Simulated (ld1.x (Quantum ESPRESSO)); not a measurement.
# Potentials for Al that differ in a few settings

Aim: generate and test one potential in full, then change a few of its settings and see what happens to hardness, ghosts and transferability.

The numbers are computed with ld1.x (Quantum ESPRESSO) 7.5 (PBE, non-relativistic, spin-unpolarised reference atom).

2 further runs of the same task are left out: 2 that didn't finish.

## (1) The design

Typed settings, in words:

```
element                 : aluminium (Al, Z = 13)
type                    : ultrasoft
frozen core             : [Ne]
valence charge          : 3
reference configuration : 3s2 3p0 (charge +1)
partial waves           : 3s (bound): rcut 1.65, rcutus 2.34 bohr; 3s channel at -0.1 Ry: rcut 1.65, rcutus 2.34 bohr; 3p (bound, empty): rcut 1.65, rcutus 2.15 bohr; 3p channel at 0.65 Ry: rcut 1.65, rcutus 2.15 bohr
local potential         : all-electron potential smoothed inside 1.70 bohr (lloc = -1)
core correction         : Bessel-smoothed model core, default radius (core density twice the valence density)
augmentation charge     : PSQ, inside the norm-conserving radii
```

The outer shells as boxes (Hund's rule for the drawing; the calculation is spin-unpolarised):

```
[Ne] core
3s [↑↓]
3p [  ][  ][  ]
```

The nodes and maxima of the atom's own shells, from an earlier all-electron run, set the scale for the radii.

All-electron outer shells of the reference configuration (PBE, non-relativistic, ld1.x):

```json
{"shell": "2p", "level (eV)": "-78.03", "outermost node (bohr)": "–", "outermost maximum (bohr)": "0.43"}
{"shell": "3s", "level (eV)": "-14.78", "outermost node (bohr)": "0.80", "outermost maximum (bohr)": "2.01"}
{"shell": "3p", "level (eV)": "-9.07", "outermost node (bohr)": "0.81", "outermost maximum (bohr)": "2.39"}
{"shell": "3d", "level (eV)": "-3.13", "outermost node (bohr)": "–", "outermost maximum (bohr)": "4.00"}
```

## (2) Generation of the first potential

Contents of Al.in:

```
 &input
   title='Al', zed=13., rel=0, dft='PBE', iswitch=3,
   config='[Ne] 3s2 3p0',
   nld=2, rlderiv=2.55, eminld=-3.0, emaxld=5.0, deld=0.02
 /
 &inputp
   pseudotype=3, tm=.true., lloc=-1, rcloc=1.70,
   nlcc=.true., new_core_ps=.true.,
   which_augfun='PSQ', rmatch_augfun_nc=.true.,
   file_pseudopw='Al.UPF', file_wfcaegen='ae.wfc', file_wfcncgen='nc.wfc', file_beta='beta', file_chi='chi', file_wfcusgen='us.wfc'
 /
4
3S  1  0   2.00   0.00  1.65  2.34  0.0
3S  1  0   0.00  -0.10  1.65  2.34  0.0
3P  2  1   0.00   0.00  1.65  2.15  0.0
3P  2  1   0.00   0.65  1.65  2.15  0.0
 &test
   configts(1)='3s2 3p0'
 /
```

Started as:

```
$ ld1.x < Al.in > Al.out
```

Output in Al.out (without the banner and most projector matrices):

```text
     Program LD1 v.7.5
     --------------------------- All-electron run ----------------------------

     Al

     atomic number is 13.00
     dft =PBE   lsd =0 sic =0 latt =0  beta=0.20 tr2=1.0E-14
     Exchange-correlation= PBE
                           (   1   4   3   4   0   0   0)
     mesh =1135 r(mesh) = 100.48924 a.u. xmin = -7.00 dx = 0.01250
     1 Ry =  13.60569312 eV

     n l     nl                  e(Ry)          e(Ha)          e(eV)
     1 0     1S 1( 2.00)      -111.4367       -55.7183     -1516.1730
     2 0     2S 1( 2.00)        -8.5300        -4.2650      -116.0559
     2 1     2P 1( 6.00)        -5.7354        -2.8677       -78.0340
     3 0     3S 1( 2.00)        -1.0866        -0.5433       -14.7846
     3 1     3P 1( 0.00)        -0.6663        -0.3331        -9.0649

     final scf error:  7.6E-15 reached in  24 iterations

     Etot =    -484.027052 Ry,    -242.013526 Ha,   -6585.523530 eV

     Ekin =     483.269713 Ry,     241.634856 Ha,    6575.219406 eV
     Encl =   -1148.955151 Ry,    -574.477576 Ha,  -15632.331202 eV
     Eh   =     218.065857 Ry,     109.032928 Ha,    2966.937126 eV
     Exc  =     -36.407470 Ry,     -18.203735 Ha,    -495.348860 eV

     normalization and overlap integrals

     s(1S/1S) =  1.000000  <r> =   0.1205  <r2> =    0.0196  r(max) =   0.0789
     s(2S/2S) =  1.000000  <r> =   0.6276  <r2> =    0.4723  r(max) =   0.4954
     s(2P/2P) =  1.000000  <r> =   0.6034  <r2> =    0.4627  r(max) =   0.4264
     s(3S/3S) =  1.000000  <r> =   2.3812  <r2> =    6.5406  r(max) =   2.0088
     s(3P/3P) =  1.000000  <r> =   2.9053  <r2> =    9.8594  r(max) =   2.3930

     ------------------------ End of All-electron run ------------------------

     --------------------- Generating US pseudopotential ---------------------

      Generating local potential from pseudized AE potential:
      Matching radius rcloc =   1.7000

      Local pseudo, rcloc= 1.708 Estimated cut-off energy=     7.75 Ry

      Computing core charge for nlcc:

       r > 1.31 : true rho core
      Core charge pseudized with two Bessel functions
      Integrated core pseudo-charge :   3.68
      Wfc-us  3S rcutus= 2.363  Estimated cut-off energy=     8.36 Ry
      Wfc-us  3S rcutus= 2.363  Estimated cut-off energy=    10.96 Ry
      Wfc-us  3P rcutus= 2.138  Estimated cut-off energy=    16.03 Ry
      Wfc-us  3P rcutus= 2.138  Estimated cut-off energy=    18.63 Ry

     Q pseudized with Bessel functions
     Expected ecutrho=      96.1237 due to l1=  1   l2=  1

     ------------------- End of pseudopotential generation -------------------

     [... the all-electron block is printed once more ...]


     Computing logarithmic derivative in   2.56336
     Computing logarithmic derivative in   2.56336
     Computing the partial wave expansion
     R is outside the sphere for l=    0 j= 0.00
     R is outside the sphere for l=    0 j= 0.00
     R is outside the sphere for l=    1 j= 0.00
     R is outside the sphere for l=    1 j= 0.00

     ---------------------- Testing the pseudopotential ----------------------

     Al

     atomic number is 13.00   valence charge is  3.00
     dft =PBE   lsd =0 sic =0 latt =0  beta=0.20 tr2=1.0E-14
     mesh =1135 r(mesh) = 100.48924 xmin = -7.00 dx = 0.01250

     n l     nl             e AE (Ry)        e PS (Ry)    De AE-PS (Ry)
     1 0     3S   1( 2.00)       -1.08665       -1.08665        0.00000
     2 1     3P   1( 0.00)       -0.66626       -0.66626        0.00000

     eps = 1.1E-26  iter =  1

     Etot =    -484.027052 Ry,    -242.013526 Ha,   -6585.523530 eV
     Etotps =    -8.691210 Ry,      -4.345605 Ha,    -118.249933 eV

     Ekin =       0.939362 Ry,       0.469681 Ha,      12.780674 eV
     Encl =      -5.596808 Ry,      -2.798404 Ha,     -76.148447 eV
     Ehrt =       1.511554 Ry,       0.755777 Ha,      20.565734 eV
     Ecxc =      -6.213689 Ry,      -3.106844 Ha,     -84.541545 eV
     (Ecc =      -5.191988 Ry,      -2.595994 Ha,     -70.640589 eV)
     Epseu=       0.668371 Ry,       0.334185 Ha,       9.093650 eV

     ---------------------- End of pseudopotential test ----------------------
```

It took 2.2 s on 1 thread, shared host. This counts the later configuration tests of the new file too.

Partial waves on a coarse radial grid (AE all-electron, PS pseudo):

| r (bohr) | 3s AE | 3s PS |
| --- | --- | --- |
| 0.117 | 0.0984 | 0.0728 |
| 0.234 | -0.1532 | 0.1448 |
| 0.351 | -0.2983 | 0.2150 |
| 0.468 | -0.3101 | 0.2827 |
| 0.585 | -0.2341 | 0.3470 |
| 0.702 | -0.1134 | 0.4074 |
| 0.819 | 0.0231 | 0.4633 |
| 0.936 | 0.1581 | 0.5141 |
| 1.053 | 0.2819 | 0.5594 |
| 1.170 | 0.3899 | 0.5991 |
| 1.287 | 0.4804 | 0.6329 |
| 1.404 | 0.5535 | 0.6608 |
| 1.521 | 0.6105 | 0.6827 |
| 1.638 | 0.6529 | 0.6987 |
| 1.755 | 0.6822 | 0.7089 |
| 1.872 | 0.6997 | 0.7136 |
| 1.989 | 0.7067 | 0.7127 |
| 2.106 | 0.7047 | 0.7067 |
| 2.223 | 0.6952 | 0.6955 |
| 2.340 | 0.6795 | 0.6795 |
| 2.457 | 0.6588 | 0.6588 |
| 2.574 | 0.6342 | 0.6342 |
| 2.691 | 0.6068 | 0.6068 |
| 2.808 | 0.5775 | 0.5775 |
| 2.925 | 0.5470 | 0.5470 |
| 3.042 | 0.5160 | 0.5160 |

## (3) Transferability test

Contents of Al.test.in:

```
 &input
   title='Al', zed=13., rel=0, dft='PBE', iswitch=2,
   config='[Ne] 3s2 3p0'
 /
 &test
   file_pseudo='Al.UPF', nconf=8,
   configts(1)='3s2 3p0',
   configts(2)='3s2 3p1',
   configts(3)='3s1 3p0',
   configts(4)='3s2 3p0.5',
   configts(5)='3s0 3p3',
   configts(6)='3s1 3p1',
   configts(7)='3s1 3p2',
   configts(8)='3s2 3p1.3'
 /
```

Started as:

```
$ ld1.x < Al.test.in > Al.test.out
```

Al.test.out, the pseudopotential blocks:

```text
     ---------------------- Testing the pseudopotential ----------------------

     Al

     atomic number is 13.00   valence charge is  3.00
     dft =PBE   lsd =0 sic =0 latt =0  beta=0.20 tr2=1.0E-14
     mesh =1135 r(mesh) = 100.48924 xmin = -7.00 dx = 0.01250

     n l     nl             e AE (Ry)        e PS (Ry)    De AE-PS (Ry)
     1 0     3S   1( 2.00)       -1.08665       -1.08665       -0.00000
     2 1     3P   1( 0.00)       -0.66626       -0.66626       -0.00000

     eps = 1.9E-18  iter =  1

     Etot =    -484.027052 Ry,    -242.013526 Ha,   -6585.523531 eV
     Etotps =    -8.691210 Ry,      -4.345605 Ha,    -118.249933 eV

     Ekin =       0.939362 Ry,       0.469681 Ha,      12.780674 eV
     Encl =      -5.596808 Ry,      -2.798404 Ha,     -76.148447 eV
     Ehrt =       1.511554 Ry,       0.755777 Ha,      20.565734 eV
     Ecxc =      -6.213689 Ry,      -3.106844 Ha,     -84.541545 eV
     (Ecc =      -5.191988 Ry,      -2.595994 Ha,     -70.640589 eV)
     Epseu=       0.668371 Ry,       0.334185 Ha,       9.093650 eV

     ---------------------- End of pseudopotential test ----------------------

     ---------------------- Testing the pseudopotential ----------------------

     Al

     [...]
     n l     nl             e AE (Ry)        e PS (Ry)    De AE-PS (Ry)
     1 0     3S   1( 2.00)       -0.56816       -0.56814       -0.00002
     2 1     3P   1( 1.00)       -0.19991       -0.19994        0.00003

     eps = 9.7E-15  iter =  8

     Etot =    -484.451227 Ry,    -242.225613 Ha,   -6591.294724 eV
     Etotps =    -9.115405 Ry,      -4.557703 Ha,    -124.021408 eV
     dEtot_ae =      -0.424175 Ry
     dEtot_ps =      -0.424196 Ry,   Delta E=       0.000021 Ry

     [...]
     ---------------------- End of pseudopotential test ----------------------

     ---------------------- Testing the pseudopotential ----------------------

     Al

     [...]
     n l     nl             e AE (Ry)        e PS (Ry)    De AE-PS (Ry)
     1 0     3S   1( 1.00)       -1.74228       -1.74281        0.00053
     2 1     3P   1( 0.00)       -1.26472       -1.26501        0.00029

     eps = 4.5E-15  iter = 11

     Etot =    -482.616477 Ry,    -241.308239 Ha,   -6566.331687 eV
     Etotps =    -7.280429 Ry,      -3.640214 Ha,     -99.055280 eV
     dEtot_ae =       1.410575 Ry
     dEtot_ps =       1.410781 Ry,   Delta E=      -0.000206 Ry

     [...]
     ---------------------- End of pseudopotential test ----------------------

     ---------------------- Testing the pseudopotential ----------------------

     Al

     [...]
     n l     nl             e AE (Ry)        e PS (Ry)    De AE-PS (Ry)
     1 0     3S   1( 2.00)       -0.81366       -0.81364       -0.00002
     2 1     3P   1( 0.50)       -0.41975       -0.41977        0.00002

     eps = 1.6E-15  iter = 11

     Etot =    -484.297604 Ry,    -242.148802 Ha,   -6589.204578 eV
     Etotps =    -8.961770 Ry,      -4.480885 Ha,    -121.931087 eV
     dEtot_ae =      -0.270552 Ry
     dEtot_ps =      -0.270560 Ry,   Delta E=       0.000008 Ry

     [...]
     ---------------------- End of pseudopotential test ----------------------

     ---------------------- Testing the pseudopotential ----------------------

     Al

     [...]
     n l     nl             e AE (Ry)        e PS (Ry)    De AE-PS (Ry)
     1 0     3S   1( 0.00)       -0.67934       -0.67950        0.00015
     2 1     3P   1( 3.00)       -0.28601       -0.28607        0.00005

     eps = 2.7E-15  iter =  9

     Etot =    -483.688095 Ry,    -241.844047 Ha,   -6580.911787 eV
     Etotps =    -8.352226 Ry,      -4.176113 Ha,    -113.637824 eV
     dEtot_ae =       0.338957 Ry
     dEtot_ps =       0.338984 Ry,   Delta E=      -0.000027 Ry

     [...]
     ---------------------- End of pseudopotential test ----------------------

     ---------------------- Testing the pseudopotential ----------------------

     Al

     [...]
     n l     nl             e AE (Ry)        e PS (Ry)    De AE-PS (Ry)
     1 0     3S   1( 1.00)       -1.14475       -1.14494        0.00019
     2 1     3P   1( 1.00)       -0.71685       -0.71696        0.00011

     eps = 8.2E-16  iter =  9

     Etot =    -483.602832 Ry,    -241.801416 Ha,   -6579.751722 eV
     Etotps =    -8.266953 Ry,      -4.133477 Ha,    -112.477626 eV
     dEtot_ae =       0.424220 Ry
     dEtot_ps =       0.424257 Ry,   Delta E=      -0.000037 Ry

     [...]
     ---------------------- End of pseudopotential test ----------------------

     ---------------------- Testing the pseudopotential ----------------------

     Al

     [...]
     n l     nl             e AE (Ry)        e PS (Ry)    De AE-PS (Ry)
     1 0     3S   1( 1.00)       -0.62790       -0.62796        0.00006
     2 1     3P   1( 2.00)       -0.24596       -0.24599        0.00003

     eps = 1.3E-17  iter =  9

     Etot =    -484.075871 Ry,    -242.037936 Ha,   -6586.187750 eV
     Etotps =    -8.740063 Ry,      -4.370032 Ha,    -118.914616 eV
     dEtot_ae =      -0.048819 Ry
     dEtot_ps =      -0.048853 Ry,   Delta E=       0.000034 Ry

     [...]
     ---------------------- End of pseudopotential test ----------------------

     ---------------------- Testing the pseudopotential ----------------------

     Al

     [...]
     n l     nl             e AE (Ry)        e PS (Ry)    De AE-PS (Ry)
     1 0     3S   1( 2.00)       -0.43907       -0.43904       -0.00003
     2 1     3P   1( 1.30)       -0.08526       -0.08528        0.00002

     eps = 1.4E-15  iter =  9

     Etot =    -484.493613 Ry,    -242.246807 Ha,   -6591.871424 eV
     Etotps =    -9.157801 Ry,      -4.578900 Ha,    -124.598224 eV
     dEtot_ae =      -0.466562 Ry
     dEtot_ps =      -0.466591 Ry,   Delta E=       0.000029 Ry

     [...]
     ---------------------- End of pseudopotential test ----------------------
```

The tests as a table, with energies relative to 3s2 3p0.

| valence configuration | charge | ΔE all-electron (eV) | error AE − PS (meV) |
| --- | --- | --- | --- |
| 3s2 3p1 | 0 | -5.771 | +0.3 |
| 3s1 3p0 | +2 | 19.192 | -2.8 |
| 3s2 3p0.5 | +0.5 | -3.681 | +0.1 |
| 3s0 3p3 | 0 | 4.612 | -0.4 |
| 3s1 3p1 | +1 | 5.772 | -0.5 |
| 3s1 3p2 | 0 | -0.664 | +0.5 |
| 3s2 3p1.3 | -0.3 | -6.348 | +0.4 |

## (4) Does it scatter like the atom?

Taken from the files of the generation run. The phase is arctan(r·u′/u) with u = r·R, unwrapped, with energies in Ry. A pole is an energy at which the radial function vanishes at the test radius. The pseudo phase is shifted by a multiple of π to meet the all-electron one at the reference energy. Levels narrower than the energy grid can be missing from the poles. The last column is the largest difference on the grid between −1 and +1 Ry.

| channel | radius (bohr) | reference (Ry) | poles AE | poles PS | window around the reference with phases within 0.05 rad (Ry) | largest difference near zero (rad) |
| --- | --- | --- | --- | --- | --- | --- |
| s | 2.56 | -1.09 | 0.26 | 0.26, 4.95 | below 2.6 | 0.000 |
| p | 2.56 | -0.67 | 1.05 | 1.05 | below 3.5 | 0.000 |

Phases (rad) along the scan:

| E (Ry) | s AE | s PS | p AE | p PS |
| --- | --- | --- | --- | --- |
| -3.00 | 1.238 | 1.238 | 1.285 | 1.284 |
| -2.52 | 1.160 | 1.160 | 1.240 | 1.240 |
| -2.04 | 1.000 | 1.000 | 1.168 | 1.167 |
| -1.56 | 0.522 | 0.522 | 1.030 | 1.030 |
| -1.08 | -0.732 | -0.732 | 0.677 | 0.677 |
| -0.60 | -1.304 | -1.304 | -0.368 | -0.368 |
| -0.12 | -1.491 | -1.491 | -1.159 | -1.159 |
| 0.36 | -1.588 | -1.588 | -1.415 | -1.415 |
| 0.84 | -1.657 | -1.657 | -1.534 | -1.534 |
| 1.32 | -1.719 | -1.721 | -1.610 | -1.610 |
| 1.80 | -1.791 | -1.796 | -1.674 | -1.674 |
| 2.28 | -1.893 | -1.911 | -1.740 | -1.741 |
| 2.76 | -2.083 | -2.164 | -1.825 | -1.831 |
| 3.24 | -2.568 | -3.057 | -1.968 | -1.990 |
| 3.72 | -3.619 | -4.175 | -2.304 | -2.414 |
| 4.20 | -4.204 | -4.501 | -3.275 | -3.601 |
| 4.68 | -4.418 | -4.648 | -4.113 | -4.264 |

## (5) Cutoff and ghost test in a Bessel basis

This step uses the generator's waves and projectors in a separate script. Basis: spherical Bessel functions vanishing at 20 bohr, q² up to the cutoff; potential fixed at the reference.

All-electron valence levels (Ry): 3s -1.0866, 3p -0.6663. The lowest levels of each channel (Ry) by cutoff; the last column sums, over occupied levels, occupation times the distance from the level at 400 Ry. A positive value at high cutoff is not a bound level.

| cutoff (Ry) | s #1 | p #1 | d #1 | f #1 | Σ f·Δε (mRy) |
| --- | --- | --- | --- | --- | --- |
| 6 | -1.0865 | -0.6657 | -0.2176 | -0.0518 | 0.4 |
| 8 | -1.0865 | -0.6661 | -0.2192 | -0.0518 | 0.3 |
| 10 | -1.0865 | -0.6661 | -0.2196 | -0.0518 | 0.2 |
| 400 | -1.0867 | -0.6663 | -0.2199 | -0.0518 | 0.0 |

The sum stays within 10 mRy from 6 Ry or less and within 1 mRy from 6 Ry or less. The sum leaves out empty levels, which can need more. Ghost test: no level below the all-electron spectrum of its channel (s, p, d, f tested).

## (6) Changed: waves 3s (bound): rcut 1.65, rcutus 1.75 bohr; 3s channel at -0.1 Ry: rcut 1.65, rcutus …

In full, the change is: waves 3s (bound): rcut 1.65, rcutus 1.75 bohr; 3s channel at -0.1 Ry: rcut 1.65, rcutus 1.75 bohr; core correction Bessel-smoothed model core inside 2.00 bohr (was Bessel-smoothed model core, default radius (core density twice the valence density)).

Contents of Al.in:

```
 &input
   title='Al', zed=13., rel=0, dft='PBE', iswitch=3,
   config='[Ne] 3s2 3p0',
   nld=2, rlderiv=2.35, eminld=-3.0, emaxld=5.0, deld=0.02
 /
 &inputp
   pseudotype=3, tm=.true., lloc=-1, rcloc=1.70,
   nlcc=.true., new_core_ps=.true., rcore=2.00,
   which_augfun='PSQ', rmatch_augfun_nc=.true.,
   file_pseudopw='Al.UPF', file_wfcaegen='ae.wfc', file_wfcncgen='nc.wfc', file_beta='beta', file_chi='chi', file_wfcusgen='us.wfc'
 /
4
3S  1  0   2.00   0.00  1.65  1.75  0.0
3S  1  0   0.00  -0.10  1.65  1.75  0.0
3P  2  1   0.00   0.00  1.65  2.15  0.0
3P  2  1   0.00   0.65  1.65  2.15  0.0
 &test
   configts(1)='3s2 3p0'
 /
```

Started as:

```
$ ld1.x < Al.in > Al.out
```

Output in Al.out (without the banner and most projector matrices):

```text
     Program LD1 v.7.5
     [... all-electron run as in step 2 ...]


     --------------------- Generating US pseudopotential ---------------------

      Generating local potential from pseudized AE potential:
      Matching radius rcloc =   1.7000

      Local pseudo, rcloc= 1.708 Estimated cut-off energy=     7.75 Ry

      Computing core charge for nlcc:

       r > 2.01 : true rho core
      Core charge pseudized with two Bessel functions
      Integrated core pseudo-charge :   0.64
      Wfc-us  3S rcutus= 1.751  Estimated cut-off energy=    13.81 Ry
      Wfc-us  3S rcutus= 1.751  Estimated cut-off energy=    15.17 Ry
      Wfc-us  3P rcutus= 2.138  Estimated cut-off energy=    16.03 Ry
      Wfc-us  3P rcutus= 2.138  Estimated cut-off energy=    18.63 Ry

     Q pseudized with Bessel functions
     Expected ecutrho=      96.1237 due to l1=  1   l2=  1

     ------------------- End of pseudopotential generation -------------------

     [... all-electron run as in step 2 ...]


     Computing logarithmic derivative in   2.34860
     Computing logarithmic derivative in   2.34860
     Computing the partial wave expansion
     R is outside the sphere for l=    0 j= 0.00
     R is outside the sphere for l=    0 j= 0.00
     R is outside the sphere for l=    1 j= 0.00
     R is outside the sphere for l=    1 j= 0.00

     ---------------------- Testing the pseudopotential ----------------------

     Al

     atomic number is 13.00   valence charge is  3.00
     dft =PBE   lsd =0 sic =0 latt =0  beta=0.20 tr2=1.0E-14
     mesh =1135 r(mesh) = 100.48924 xmin = -7.00 dx = 0.01250

     n l     nl             e AE (Ry)        e PS (Ry)    De AE-PS (Ry)
     1 0     3S   1( 2.00)       -1.08665       -1.08665        0.00000
     2 1     3P   1( 0.00)       -0.66626       -0.66626        0.00000

     eps = 7.9E-27  iter =  1

     Etot =    -484.027052 Ry,    -242.013526 Ha,   -6585.523530 eV
     Etotps =    -3.878847 Ry,      -1.939423 Ha,     -52.774396 eV

     Ekin =       0.845158 Ry,       0.422579 Ha,      11.498957 eV
     Encl =      -5.676600 Ry,      -2.838300 Ha,     -77.234074 eV
     Ehrt =       1.512684 Ry,       0.756342 Ha,      20.581113 eV
     Ecxc =      -1.344783 Ry,      -0.672392 Ha,     -18.296711 eV
     (Ecc =      -0.404505 Ry,      -0.202253 Ha,      -5.503577 eV)
     Epseu=       0.784695 Ry,       0.392348 Ha,      10.676319 eV

     ---------------------- End of pseudopotential test ----------------------
```

It took 2.4 s on 1 thread, shared host. This counts the later configuration tests of the new file too.

The new file went through the configuration test as well (its log is not shown).

Energies count from the reference configuration 3s2 3p0; the error is all-electron less pseudo.

```csv
valence configuration,charge,ΔE all-electron (eV),error AE − PS (meV)
3s2 3p1,0,-5.771,0.0
3s1 3p0,+2,19.192,+15
3s2 3p0.5,+0.5,-3.681,0.0
3s0 3p3,0,4.612,+16
3s1 3p1,+1,5.772,+3.2
3s1 3p2,0,-0.664,+3.6
3s2 3p1.3,-0.3,-6.348,+0.1
```

With this change the loose cutoff goes from 6 Ry or less to 10 Ry, the largest test error goes from -2.8 to +16 meV and there is no bound ghost.

(Part 1 of 2 ends here.)
